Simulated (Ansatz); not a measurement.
This script makes an equation of state with a fit of WC, space group Fm-3m with Ansatz's Python interface.

`eos_wc.py`:
```python
# -*- coding: utf-8 -*-
"""Energy against volume for WC, with a fit."""

import warnings

import ansatz as az
import numpy as np
from pymatgen.analysis.eos import EOS

FUNCTIONAL = "r2SCAN"
OCCUPATIONS = "cold"
ECUT = 600
KGRID = (11, 11, 11)

vectors0 = np.array([
    [0.0, 2.192684, 2.192684],
    [2.192684, 0.0, 2.192684],
    [2.192684, 2.192684, 0.0],
])
sites = [
    ("W", (0.0, 0.0, 0.0)),
    ("C", (0.5, 0.5, 0.5)),
]


def crystal_on(cell):
    crystal = az.Crystal(lattice=az.Lattice.of(cell))
    for symbol, position in sites:
        crystal = crystal.atom(symbol, position)
    return crystal


def main():
    warnings.simplefilter("ignore", az.DeckWarning)

    # scale the volume, keep shape and fractions
    volumes, energies = [], []
    for scale in np.linspace(0.94, 1.06, 7):
        cell = vectors0 * scale ** (1 / 3)
        model = (
            crystal_on(cell).calculation()
            .functional(FUNCTIONAL)
            .occupations(OCCUPATIONS)
            .basis(ECUT)
            .kpoints(*KGRID)
        )
        rep = model.run().report
        volumes.append(abs(np.linalg.det(cell)) / len(sites))
        energies.append(rep["free_energy_ev"] / len(sites))
        print(f"V = {volumes[-1]:8.4f} A^3/atom  F = {energies[-1]:.5f} eV/atom")

    for form in ["birch_murnaghan", "pourier_tarantola"]:
        fit = EOS(eos_name=form).fit(volumes, energies)
        print(f"{form:18s} V0 {fit.v0:8.4f} A^3/atom  B0 {fit.b0_GPa:7.1f} GPa  B1 {fit.b1:5.2f}")


if __name__ == "__main__":
    main()
```

From its runs, with one value withheld:

| V (Å³/atom) | F less the lowest row shown (meV/atom) |
| --- | --- |
| 9.910 | ? |
| 10.120 | 8.63 |
| 10.331 | 0.00 |
| 10.542 | 1.91 |
| 10.753 | 13.26 |
| 10.964 | 33.11 |
| 11.175 | 60.59 |

What is the missing energy at 9.910 Å³ an atom?

A third-order Birch-Murnaghan fit, E = E0 + (9 V0 B0 / 16) [(t - 1)³ B' + (t - 1)² (6 - 4t)] with t = (V0/V)^(2/3), through the 6 rows shown gives V0 = 10.396 Å³, B0 = 381.4 GPa, B' = 4.32 and E0 = -0.48 meV. At V = 9.910 Å³, t = 1.03246, and the fit extrapolates to 29.00 meV. The run gave 28.98 meV, a miss of 0.01 meV.

Caveats:
- The mesh is modest for a metal, so energies can be off by several to tens of meV an atom and pressures by half a GPa or more; differences at equal mesh fare better.
- Spin-orbit coupling, which matters for elements this heavy, is left out.
- The structure comes from a database of computed cells and needn't be a stable or known phase.
- Hardware and time: 27 s on 1 thread of Arm Neoverse V1 (shared host), peak memory 0.51 GiB.
